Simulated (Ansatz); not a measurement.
# H6O3Si2: molecular dynamics

Aim: follow the molecule's vibrations and see whether its bonds hold. The start is relaxed first. Runs: 500 steps of 0.5 fs at constant energy, with velocities drawn for 2000 K. SMILES of the start: O[Si](O)(O)[SiH3].

All numbers below are computed with Ansatz 0.2.0 (RKS BHLYP-D4/STO-3G).

## Step 1: Starting point

Bond lengths: Si1–Si2 2.220 Å, Si2–H3 1.460 Å, Si2–H4 1.460 Å, Si2–H5 1.460 Å, Si1–O6 1.680 Å, O6–H7 1.010 Å, Si1–O8 1.679 Å, O8–H9 1.010 Å, Si1–O10 1.679 Å, O10–H11 1.010 Å. Angles (14 of 15 angles, heavy atoms first): Si2–Si1–O6 109.4°, Si2–Si1–O8 109.5°, Si2–Si1–O10 109.5°, O6–Si1–O8 109.5°, O6–Si1–O10 109.5°, O8–Si1–O10 109.5°, Si1–Si2–H3 109.5°, Si1–Si2–H4 109.5°, Si1–Si2–H5 109.5°, Si1–O6–H7 109.5°, Si1–O8–H9 109.5°, Si1–O10–H11 109.5°, H3–Si2–H4 109.4°, H3–Si2–H5 109.4°.

Structure file:

```xyz
11

Si    0.0000    0.0000    0.0000
Si    0.0000    0.0000    2.2200
H    -1.3148   -0.4067    2.7074
H     1.0096   -0.9353    2.7074
H     0.3052    1.3420    2.7074
O     1.5842    0.0000   -0.5594
H     1.9006   -0.9521   -0.6761
O    -0.7913    1.3709   -0.5594
H    -1.7491    1.1401   -0.7818
O    -0.7913   -1.3709   -0.5594
H    -1.2459   -1.8365    0.2129
```

## Step 2: Preparing the start

input.yaml

```yaml
crystal:
  periodic: [false, false, false]
  atoms:
    - { symbol: Si, position_ang: [0.0, 0.0, 0.0] }
    - { symbol: Si, position_ang: [0.0, 0.0, 2.22] }
    - { symbol: H, position_ang: [-1.3148, -0.4067, 2.7074] }
    - { symbol: H, position_ang: [1.0096, -0.9353, 2.7074] }
    - { symbol: H, position_ang: [0.3052, 1.342, 2.7074] }
    - { symbol: O, position_ang: [1.5842, 0.0, -0.5594] }
    - { symbol: H, position_ang: [1.9006, -0.9521, -0.6761] }
    - { symbol: O, position_ang: [-0.7913, 1.3709, -0.5594] }
    - { symbol: H, position_ang: [-1.7491, 1.1401, -0.7818] }
    - { symbol: O, position_ang: [-0.7913, -1.3709, -0.5594] }
    - { symbol: H, position_ang: [-1.2459, -1.8365, 0.2129] }
basis:
  gaussian: { orbitals: STO-3G }
hamiltonian:
  xc: { name: BHLYP }
  dispersion: d4
relax:
  f_tol: 0.02
  max_steps: 40
```

Run with:

```console
$ ansatz run input.yaml --threads 1 --pin off --max-ram 2048MiB --backend cpu --events-out ev --progress --plain --runs-dir out
```

Further steps of the session: The run.

What does the calculation give? Wanted: relaxation of the start; temperature, first and last step; temperature, second half; potential energy, second half; largest change of the total energy; bonds formed or broken.

**Answer**, as computed:

| quantity | value |
| --- | --- |
| relaxation of the start | 11 moves, 0.371 eV lower |
| length | 500 steps of 0.5 fs |
| temperature, first and last step | 2000 and 572 K |
| temperature, second half | mean 1044 K, from 474 to 1482 K |
| potential energy, second half | +102 meV/atom from the start |
| largest change of the total energy | 1.47 meV/atom |
| bonds formed or broken | 0 |

In words: The temperature starts at 2000 K and averages 1044 K in the second half, where it ranges from 474 to 1482 K. About half is expected from a start at a minimum: kinetic energy passes into potential energy until both shares match. The total energy strays from its start by at most 1.47 meV/atom, 1.3 % of the mean kinetic energy, so a step of 0.5 fs is short enough over this time. No bond forms or breaks. 250 fs on 11 atoms is far too short and small for converged averages. The nuclei move classically, without zero-point motion, which matters most for hydrogen. The basis is very small, so the numbers are rough.
